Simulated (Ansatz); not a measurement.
**FH3OSi2: basis-set convergence**

One table from this session's results is given with a row withheld; the runs are named, their logs left out.

Computed with Ansatz 0.2.0, Gaussian basis. Level: one geometry, several basis sets.

Plan: PBE0-D4/def2-SVP; ωB97M-V/def2-SVP; PBE0-D4/def2-QZVPP; ωB97M-V/def2-QZVPP; the functionals' def2-TZVPP values are taken from earlier runs.

## The relaxed structure

An earlier PBE0-D4 in a triple-zeta def2 set relaxation fixed the geometry.

SMILES `F[Si]O[SiH3]`, 7 atoms, charge 0, spin multiplicity 1.

Atoms are counted from 1 here; the program's logs count them from 0.

Bond lengths: F1–Si2 1.617 Å, Si2–O3 1.630 Å, O3–Si4 1.657 Å, Si4–H5 1.482 Å, Si4–H6 1.483 Å, Si4–H7 1.483 Å. Angles: F1–Si2–O3 101.9°, Si2–O3–Si4 146.4°, O3–Si4–H5 107.7°, O3–Si4–H6 109.7°, O3–Si4–H7 109.7°, H5–Si4–H6 109.9°, H5–Si4–H7 109.9°, H6–Si4–H7 109.9°.

Set-up of the first run:

Contents of in.yaml:

```yaml
crystal:
  periodic: [false, false, false]
  atoms:
    - {symbol: F, position_ang: [0.639288, -1.829497, 1.608675]}
    - {symbol: Si, position_ang: [-0.428710, -2.165511, 0.441497]}
    - {symbol: O, position_ang: [-0.538267, -0.736460, -0.334595]}
    - {symbol: Si, position_ang: [-0.025556, 0.837137, -0.406731]}
    - {symbol: H, position_ang: [-0.705066, 1.480661, -1.555506]}
    - {symbol: H, position_ang: [-0.385726, 1.537825, 0.849986]}
    - {symbol: H, position_ang: [1.444049, 0.875846, -0.603327]}
basis:
  gaussian: {orbitals: def2-SVP}
hamiltonian: {xc: pbe0, dispersion: d4}
output: {orbitals: {seedname: orbitals}}
```

Among the steps run: PBE0-D4 in def2-SVP; ωB97M-V in def2-SVP; PBE0-D4 in def2-QZVPP; ωB97M-V in def2-QZVPP.

One table of the session follows, with a row left open; its other results are not shown here.

It belongs to the step «Density functionals: the series». 

```
functional       basis  HOMO (eV)  LUMO (eV)
   PBE0-D4    def2-SVP      -7.62      -1.58
   PBE0-D4  def2-TZVPP      -7.74      -1.72
   PBE0-D4  def2-QZVPP      -7.78      -1.78
   ωB97M-V    def2-SVP      -9.77       0.57
   ωB97M-V  def2-TZVPP          ?          ?
   ωB97M-V  def2-QZVPP      -9.96       0.16
```

**Question.** Estimate the row for ωB97M-V, def2-TZVPP.

The run gave: HOMO (eV): -9.92; LUMO (eV): 0.30. In the column «HOMO (eV)» it lies between ωB97M-V, def2-QZVPP (-9.96) and ωB97M-V, def2-SVP (-9.77).
